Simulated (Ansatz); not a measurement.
From input file to script: Mg₃ZnC, space group Pm-3m in Ansatz 0.2.0.

```yaml
crystal:
  lattice:
    - [4.406931, 0.0, 0.0]
    - [0.0, 4.406931, 0.0]
    - [0.0, 0.0, 4.406931]
  atoms:
    - { symbol: Mg, position: [0.0, 0.5, 0.5] }
    - { symbol: Mg, position: [0.5, 0.5, 0.0] }
    - { symbol: Mg, position: [0.5, 0.0, 0.5] }
    - { symbol: Zn, position: [0.0, 0.0, 0.0] }
    - { symbol: C, position: [0.5, 0.5, 0.5] }
kpoints:
  mp_grid:
    kspacing: 0.2631578947368421
hamiltonian:
  xc: pbe
scf:
  occupations:
    method: fermi_dirac
output:
  write_potential_components: true
```

`scf_mg3znc.py`
```python
from collections import Counter
from pathlib import Path
import argparse
import json
import warnings

import ansatz as az
from ase import Atoms
import numpy as np

parser = argparse.ArgumentParser(description="SCF run for Mg3ZnC.")
parser.add_argument("--k-density", type=float, required=True, help="k-point sampling")
parser.add_argument("--xc", default="pbe", help="exchange-correlation functional")
args = parser.parse_args()

warnings.simplefilter("ignore", az.DeckWarning)

atoms = Atoms(
    ["Mg", "Mg", "Mg", "Zn", "C"],
    scaled_positions=[
        (0.0, 0.5, 0.5),
        (0.5, 0.5, 0.0),
        (0.5, 0.0, 0.5),
        (0.0, 0.0, 0.0),
        (0.5, 0.5, 0.5),
    ],
    cell=[
        (4.406931, 0.0, 0.0),
        (0.0, 4.406931, 0.0),
        (0.0, 0.0, 4.406931),
    ],
    pbc=True,
)
crystal = az.Crystal.from_ase(atoms)

setup = crystal.calculation()
setup = setup.kpoints(density=args.k_density).functional(args.xc)
setup = setup.occupations(az.OccupationsMethod.FERMI_DIRAC)
setup = setup.potential_components()
res = setup.run(events_out="events.ndjson")
r = res.report
with open("events.ndjson") as stream:
    kinds = Counter(json.loads(line)["event"] for line in stream)
print("events:", {kind: kinds[kind] for kind in ("scf_iter", "scf_done", "notice", "finished")})

n_atoms = len(r["lattice"]["sites"])
print("F =", round(r["free_energy_ev"], 4), "eV for", n_atoms, "atoms")
print("E(sigma -> 0) =", round(r["energy_sigma0_ev"], 4), "eV, TS =", round(r["entropy_ts_ev"], 5), "eV")
print("closed by", r["closed_by"], "after", r["n_iterations"], "iterations")

folder = Path(res.write_results("parts"))
text = (folder / "v_comp_z.tsv").read_text().splitlines()
rows = np.array([line.split() for line in text if not line.startswith("#")], dtype=float)
print(text[0])
print(np.array2string(rows[:: max(len(rows) // 12, 1)], precision=3, suppress_small=True))

keep = ["free_energy_ev", "energy_sigma0_ev", "fermi_energy_ev", "n_iterations", "converged", "magnetization_mub", "n_kpoints"]
with open("mg3znc.json", "w") as handle:
    json.dump({key: r[key] for key in keep}, handle, indent=1)
```

```console
$ python scf_mg3znc.py --k-density 3.8
events: {'scf_iter': 6, 'scf_done': 1, 'notice': 2, 'finished': 1}
F = -9340.5323 eV for 5 atoms
E(sigma -> 0) = -9340.5015 eV, TS = 0.06178 eV
closed by deck_thresholds after 6 iterations
# z_ang	v_loc[eV]	v_h[eV]	v_xc[eV]
[[  0.    -14.649  12.409 -10.286]
 [  0.294  -6.139   5.898  -9.823]
 [  0.588   8.816  -5.019  -8.724]
 [  0.881  18.291 -11.591  -8.18 ]
 [  1.175  19.07  -11.918  -8.162]
 [  1.469  11.414  -5.929  -8.624]
 [  1.763  -5.233   5.464  -9.82 ]
 [  2.057 -22.831  16.89  -10.677]
 [  2.35  -22.831  16.89  -10.677]
 [  2.644  -5.233   5.464  -9.82 ]
 [  2.938  11.414  -5.929  -8.624]
 [  3.232  19.07  -11.918  -8.162]
 [  3.526  18.291 -11.591  -8.18 ]
 [  3.819   8.816  -5.019  -8.724]
 [  4.113  -6.139   5.898  -9.823]]
```

What to keep in mind:
- Total energies depend on the potentials; only differences at equal settings carry meaning. A total without «per atom» is that of the cell as typed.
- For a metal this k-point mesh is coarse: on a finer one energies can move by several to tens of meV an atom and pressures by half a GPa or more, differences at one mesh by less.
- The structure comes from a database of computed cells and needn't be a stable or known phase.
- Finished in 2.3 s on 1 thread of Arm Neoverse V2, with other jobs on the host, peak memory 0.41 GiB.

(Lines on the test bed's own set-up are left out of the output.)
